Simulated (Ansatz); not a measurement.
# Al3Au (I4/mmm) in Ansatz: notebook

The runs below take Al3Au through single point, equation of state, with PBE.

Everything below comes from runs of Ansatz 0.2.0. Logs are shortened: lines on timing, memory, paths and dates and some standing lists are left out, and cuts for length are marked.

**1. The crystal as given**

The structure is tetragonal, space group I4/mmm (No. 139). Conventional cell: a = 4.051 Å, b = 4.051 Å, c = 8.113 Å, α = 90.00°, β = 90.00°, γ = 90.00°. Au (site symmetry 4/mmm) has 12 Al at 2.86 to 2.87 Å as nearest neighbours. Around Al (site symmetry 4/mmm) lie 4 Au at 2.86 Å and 8 Al at 2.87 Å. Around Al (site symmetry -4m2) lie 8 Al at 2.86 to 2.87 Å and 4 Au at 2.87 Å.

The cell comes from a database or a generator and needn't be the stable form of this composition.

**2. Single point, PBE, 15.64 Å³/atom (volume scaled by 0.94)**

File input.yaml:

```yaml
crystal:
  lattice:
    - [-1.9839880723, 1.9839880723, 3.9737890086]
    - [1.9839880723, -1.9839880723, 3.9737890086]
    - [1.9839880723, 1.9839880723, -3.9737890086]
  atoms:
    - { symbol: Au, position: [0.0, 0.0, 0.0] }
    - { symbol: Al, position: [0.5, 0.5, 0.0] }
    - { symbol: Al, position: [0.25, 0.75, 0.5] }
    - { symbol: Al, position: [0.75, 0.25, 0.5] }
hamiltonian:
  xc: pbe
  pseudopotentials: { kind: paw }
kpoints:
  mp_grid: { grid: [9, 9, 9] }
scf:
  occupations: { method: fermi_dirac, width: 0.05 }
output:
  forces: true
  stress: true
  eigenvalues: true
```

Potentials or basis: Ansatz PAW.

Started as:

```console
$ ansatz run input.yaml --threads 2 --pin off --max-ram 5632MiB --backend cpu --events-out ev --progress --plain --runs-dir out
```

What it wrote:

```text
Warning: RAYON_NUM_THREADS=2 ignored (pool sized by the plan → 2); use --threads N
Engine: ansatz 0.2.0, x86_64-unknown-linux-gnu
Pseudopotentials: kind: paw
Pseudopotential: Au, paw, valence charge 19, recommended cutoff 420 eV (normal), Au.paw.azcp
Pseudopotential: Al, paw, valence charge 3, recommended cutoff 420 eV (normal), Al.paw.azcp
Functional definition: PBE
  parameter kappa = 0.804
  parameter beta = 0.06672455060314922
  exchange = pbe_x(kappa = kappa, mu = beta*pi^2/3)
  correlation = pbe_c(beta = beta)
Crystal: 4 atoms, lattice volume = 62.567 Å³
Basis set: ecut = 420 eV, 1233 PW (Γ), exchange–correlation on 72×72×72 points (8 copies of the dense FFT grid, shifted against one another)
Bands: 18, of which v1, the nominal top of the filled ones, is band 14 counted from 1 (13 counted from 0)
Symmetry: 16 space group operations
Space group: I4/mmm (ITA 139), of the structure as read, at distance tolerance 4.0e-5 Å
k-points: 75 of 729
Non-local potential: Au, projectors of the file, l = 0: 3, l = 1: 2, l = 2: 2, l = 3: 1
Non-local potential: Al, projectors of the file, l = 0: 2, l = 1: 2, l = 2: 1
PAW form: soft (Blöchl's): semilocal exchange-correlation on the pseudo side does not see the compensation charge
PAW one-centre angular grid: Au, 590 points (default); XC on 64 Gauss nodes
PAW one-centre angular grid: Al, 110 points (default); XC on 64 Gauss nodes
Initial density: superposition of atomic densities (neutral atoms: chi_scale 0, normalization atom), corrected by the library's trained network
Initial wavefunctions: pseudopotential atomic-orbital guess
Functional: x = pbe(κ = 0.804, μ = 0.2195149727645171), c = pbe(β = 0.06672455060314922)
SCF iter   1: F=—  HF=-14762.231822 eV  |F-HF|=—  |Δ(HF+E_count)|=         —  Δρ=2.95e-3  dr2=5.94e-3  ethr=1.77e-3  ⟨swp⟩=6.4  Hψ=7331  notcnv=0
preconditioner: auto → Kerker (q_TF=auto, 2.386 Å⁻¹)  [metal: Δε(μ)=0.020 eV  Ē_g=7.888 eV  σ=0.050 eV  W_gap=0.10  n_scr=14 (ndim 8)  ℏωp=21.0 eV  f_vac=0.000  D(μ)=1.24/eV (n_scr^D=10)]
SCF iter   2: F=—  HF=-14762.231448 eV  |F-HF|=—  |Δ(HF+E_count)|=   3.73e-4  Δρ=1.22e-3  dr2=7.10e-4  ethr=2.12e-5  ⟨swp⟩=2.3  Hψ=2578  notcnv=0
SCF iter   3: F=—  HF=-14762.231533 eV  |F-HF|=—  |Δ(HF+E_count)|=   8.45e-5  Δρ=5.50e-4  dr2=1.71e-4  ethr=2.54e-6  ⟨swp⟩=1.0  Hψ=1366  notcnv=0
SCF iter   4: F=—  HF=-14762.231534 eV  |F-HF|=—  |Δ(HF+E_count)|=   1.21e-6  Δρ=8.43e-5  dr2=4.30e-6  ethr=6.10e-7  ⟨swp⟩=2.4  Hψ=2104  notcnv=0
SCF iter   5: F=—  HF=-14762.231529 eV  |F-HF|=—  |Δ(HF+E_count)|=   5.01e-6  Δρ=1.87e-5  dr2=2.27e-7  ethr=1.54e-8  ⟨swp⟩=2.1  Hψ=1903  notcnv=0
SCF iter   6: F=-14762.231529 eV  HF=-14762.231529 eV  |F-HF|=2.88e-9  |Δ(HF+E_count)|=   3.18e-8  Δρ=2.45e-6  dr2=5.23e-9  ethr=3.57e-10  ⟨swp⟩=4.5  Hψ=4845  notcnv=0
SCF 1 converged in 6 iterations: F = -14762.231529 eV  dr2 = 5.23e-9
SCF converged after 6 iterations
Free energy (F): -14762.231529 eV
Harris-Foulkes:  -14762.231529 eV  (|F-HF|=2.88e-9)
Internal energy: -14762.221581 eV  (E = F + TS)
E sigma→0 (E₀):  -14762.226555 eV
Entropy (-TS):   -0.009948 eV (-2.487 meV/atom)
Fermi energy:    12.569654 eV
--- Per-component energies (eV) ---
  E_band       = -317.881543
  E_kinetic    = 676.863678
  E_local      = -2949.698600  (includes V_loc(G=0)·N_el)
  E_nonlocal   = 101.763379
  E_hartree    = 1294.919349
  E_xc         = -350.154623
  E_vxc        = -366.118853  (∫ρ·V_xc dr)
  E_paw        = -11107.264802  (= ΣΔE_a)
  E_vpaw       = -370.534941  (= ΣTr[D̂ρ^β])
  E_aug_tail   = 0.001403  (compensation charges beyond the density's cutoff)
  E_ewald      = -2428.651365
  E_smearing   = -0.009948  (= −TS)
  E_closure    = -0.000000  (closes the sum)
  Σ components = -14762.231529   (vs F -14762.231529, Δ=0.00e0)
--- Forces (eV/Å), atoms counted from 1 ---
  atom   1  Au     0.00000000     0.00000000     0.00000000
  atom   2  Al     0.00000000     0.00000000     0.00000000
  atom   3  Al     0.00000000    -0.00000000     0.00000000
  atom   4  Al     0.00000000     0.00000000     0.00000000
  max |Σ_I F_I| component: 1.04e-17 eV/Å
--- Stress (GPa, compression-positive) ---
        7.420684       0.000000       0.000000
        0.000000       7.420684       0.000000
        0.000000       0.000000       6.888133
  P = ⅓ Tr σ = 7.2432 GPa (72.432 kbar)
--- Band table (eV; the first three rows and the last of 75) ---
  k-point 0: bands = ["-94.3545", "-45.7760", "-45.7711", "-45.7711", "0.8359", "6.1280", "6.2194", "6.4395", "6.4395", "6.9868", "9.7653", "12.5048", "12.5048", "13.0661", "13.3003", "13.4493", "13.4493", "13.5493"]
  k-point 1: bands = ["-94.3545", "-45.7760", "-45.7713", "-45.7713", "1.0852", "6.1912", "6.2833", "6.3128", "6.3603", "6.8420", "10.1564", "11.5165", "11.5399", "11.9052", "12.3197", "13.2366", "15.2221", "15.5356"]
  k-point 2: bands = ["-94.3545", "-45.7760", "-45.7718", "-45.7717", "1.8177", "5.9089", "6.2602", "6.3970", "6.4199", "6.5473", "9.9647", "10.5567", "10.7177", "11.1829", "11.6273", "13.3137", "13.6047", "17.4347"]
  k-point 74: bands = ["-94.3545", "-45.7762", "-45.7713", "-45.7711", "3.2201", "3.4581", "5.8624", "6.8756", "6.9243", "6.9528", "6.9601", "9.1163", "10.0737", "12.7723", "14.3704", "17.1920", "17.9342", "17.9609"]
```

Run time: 5 s. Hardware: 2 threads of Intel Xeon at 2.50GHz (Skylake/Cascade Lake), shared host; peak memory 0.41 GiB.

Results:

```yaml
Free_energy: -14762.2315 eV
Pressure: 7.2 GPa
Band_gap_on_the_k_mesh: none (metal or under the smearing width)
```

**3. Single point, PBE, 15.97 Å³/atom (volume scaled by 0.96)**

input.yaml: that of step 2 with these lines changed.

```diff
@@ -2,5 +2,5 @@
   lattice:
-    - [-1.9839880723, 1.9839880723, 3.9737890086]
-    - [1.9839880723, -1.9839880723, 3.9737890086]
-    - [1.9839880723, 1.9839880723, -3.9737890086]
+    - [-1.9979602797, 1.9979602797, 4.0017743603]
+    - [1.9979602797, -1.9979602797, 4.0017743603]
+    - [1.9979602797, 1.9979602797, -4.0017743603]
   atoms:
@@ -21 +21,5 @@
   eigenvalues: true
+  write_density: true
+  write_potential: true
+  elf: true
+  volumetric_format: npy
```

Potentials or basis: Ansatz PAW.

Started as:

```console
$ ansatz run input.yaml --threads 2 --pin off --max-ram 5632MiB --backend cpu --events-out ev --progress --plain --runs-dir out
```

Wall time 6.7 s (2 threads of Intel Xeon at 2.50GHz (Skylake/Cascade Lake), shared host); peak memory 0.41 GiB.

The run converged. Its results:

```yaml
Free_energy: -14762.2809 eV
Pressure: 4.7 GPa
Band_gap_on_the_k_mesh: none (metal or under the smearing width)
```

**4. Single point, PBE, 16.31 Å³/atom (volume scaled by 0.98)**

input.yaml: that of step 3 with these lines changed.

```diff
@@ -2,5 +2,5 @@
   lattice:
-    - [-1.9979602797, 1.9979602797, 4.0017743603]
-    - [1.9979602797, -1.9979602797, 4.0017743603]
-    - [1.9979602797, 1.9979602797, -4.0017743603]
+    - [-2.0117397515, 2.0117397515, 4.0293736763]
+    - [2.0117397515, -2.0117397515, 4.0293736763]
+    - [2.0117397515, 2.0117397515, -4.0293736763]
   atoms:
@@ -21,5 +21 @@
   eigenvalues: true
-  write_density: true
-  write_potential: true
-  elf: true
-  volumetric_format: npy
```

Started as:

```console
$ ansatz run input.yaml --threads 2 --pin off --max-ram 5632MiB --backend cpu --events-out ev --progress --plain --runs-dir out
```

Run time: 5.9 s. Hardware: 2 threads of Intel Xeon at 2.50GHz (Skylake/Cascade Lake), shared host; peak memory 0.41 GiB.

The run converged. Its results:

| Property | Result |
| --- | --- |
| Free energy | -14762.3102 eV |
| Pressure | 2.4 GPa |
| Band gap on the k mesh | none (metal or under the smearing width) |

**5. Single point, PBE, 16.64 Å³/atom**

input.yaml: that of step 4 with these lines changed.

```diff
@@ -2,5 +2,5 @@
   lattice:
-    - [-2.0117397515, 2.0117397515, 4.0293736763]
-    - [2.0117397515, -2.0117397515, 4.0293736763]
-    - [2.0117397515, 2.0117397515, -4.0293736763]
+    - [-2.025333, 2.025333, 4.0566]
+    - [2.025333, -2.025333, 4.0566]
+    - [2.025333, 2.025333, -4.0566]
   atoms:
@@ -21 +21,5 @@
   eigenvalues: true
+  write_density: true
+  write_potential: true
+  elf: true
+  volumetric_format: npy
```

Started as:

```console
$ ansatz run input.yaml --threads 2 --pin off --max-ram 5632MiB --backend cpu --events-out ev --progress --plain --runs-dir out
```

Run time: 7.7 s. Hardware: 2 threads of Intel Xeon at 2.50GHz (Skylake/Cascade Lake), shared host; peak memory 0.42 GiB.

The run converged. Its results:

```
Free energy            : -14762.3217 eV
Pressure               : 0.4 GPa
Band gap on the k mesh : none (metal or under the smearing width)
```

**6. Single point, PBE, 16.97 Å³/atom (volume scaled by 1.02)**

input.yaml: that of step 5 with these lines changed.

```diff
@@ -2,5 +2,5 @@
   lattice:
-    - [-2.025333, 2.025333, 4.0566]
-    - [2.025333, -2.025333, 4.0566]
-    - [2.025333, 2.025333, -4.0566]
+    - [-2.0387461922, 2.0387461922, 4.0834656836]
+    - [2.0387461922, -2.0387461922, 4.0834656836]
+    - [2.0387461922, 2.0387461922, -4.0834656836]
   atoms:
@@ -21,5 +21 @@
   eigenvalues: true
-  write_density: true
-  write_potential: true
-  elf: true
-  volumetric_format: npy
```

Potentials or basis: Ansatz PAW.

Started as:

```console
$ ansatz run input.yaml --threads 2 --pin off --max-ram 5632MiB --backend cpu --events-out ev --progress --plain --runs-dir out
```

Wall time 5.3 s (2 threads of Intel Xeon at 2.50GHz (Skylake/Cascade Lake), shared host); peak memory 0.41 GiB.

It converged, with:

- Free energy: -14762.3173 eV
- Pressure: -1.4 GPa
- Band gap on the k mesh: none (metal or under the smearing width)

**7. Single point, PBE, 17.31 Å³/atom (volume scaled by 1.04)**

input.yaml: that of step 6 with these lines changed.

```diff
@@ -2,5 +2,5 @@
   lattice:
-    - [-2.0387461922, 2.0387461922, 4.0834656836]
-    - [2.0387461922, -2.0387461922, 4.0834656836]
-    - [2.0387461922, 2.0387461922, -4.0834656836]
+    - [-2.0519851748, 2.0519851748, 4.1099824375]
+    - [2.0519851748, -2.0519851748, 4.1099824375]
+    - [2.0519851748, 2.0519851748, -4.1099824375]
   atoms:
@@ -21 +21,5 @@
   eigenvalues: true
+  write_density: true
+  write_potential: true
+  elf: true
+  volumetric_format: npy
```

Started as:

```console
$ ansatz run input.yaml --threads 2 --pin off --max-ram 5632MiB --backend cpu --events-out ev --progress --plain --runs-dir out
```

Run time: 7.1 s. Hardware: 2 threads of Intel Xeon at 2.50GHz (Skylake/Cascade Lake), shared host; peak memory 0.42 GiB.

The run converged. Its results:

| Quantity | Value |
| --- | --- |
| Free energy | -14762.2987 eV |
| Pressure | -3.0 GPa |
| Band gap on the k mesh | none (metal or under the smearing width) |

**8. Single point, PBE, 17.64 Å³/atom (volume scaled by 1.06)**

input.yaml: that of step 7 with these lines changed.

```diff
@@ -2,5 +2,5 @@
   lattice:
-    - [-2.0519851748, 2.0519851748, 4.1099824375]
-    - [2.0519851748, -2.0519851748, 4.1099824375]
-    - [2.0519851748, 2.0519851748, -4.1099824375]
+    - [-2.0650554965, 2.0650554965, 4.1361613754]
+    - [2.0650554965, -2.0650554965, 4.1361613754]
+    - [2.0650554965, 2.0650554965, -4.1361613754]
   atoms:
```

Started as:

```console
$ ansatz run input.yaml --threads 2 --pin off --max-ram 5632MiB --backend cpu --events-out ev --progress --plain --runs-dir out
```

Run time: 6.8 s. Hardware: 2 threads of Intel Xeon at 2.50GHz (Skylake/Cascade Lake), shared host; peak memory 0.42 GiB.

The run converged. Its results:

* Free energy: -14762.2675 eV
* Pressure: -4.5 GPa
* Band gap on the k mesh: none (metal or under the smearing width)

**9. Equation of state, PBE**

Potentials or basis: Ansatz PAW.

This step only gathers the single runs of the series.

Results:

```
Equilibrium volume                        : 16.71 Å³/atom
Bulk modulus at fixed shape and positions : 94 GPa
Pressure derivative of the bulk modulus   : 4.8
```

Energy against volume, from the lowest point:
| volume (Å³/atom) | energy (meV/atom) |
| --- | --- |
| 15.642 | 22.54 |
| 15.974 | 10.20 |
| 16.307 | 2.87 |
| 16.640 | 0.00 |
| 16.973 | 1.10 |
| 17.306 | 5.74 |
| 17.638 | 13.55 |

Caveat: the cell was scaled at fixed shape and fractional positions, which overstates the stiffness of a crystal with free parameters, most of all of layers and chains.
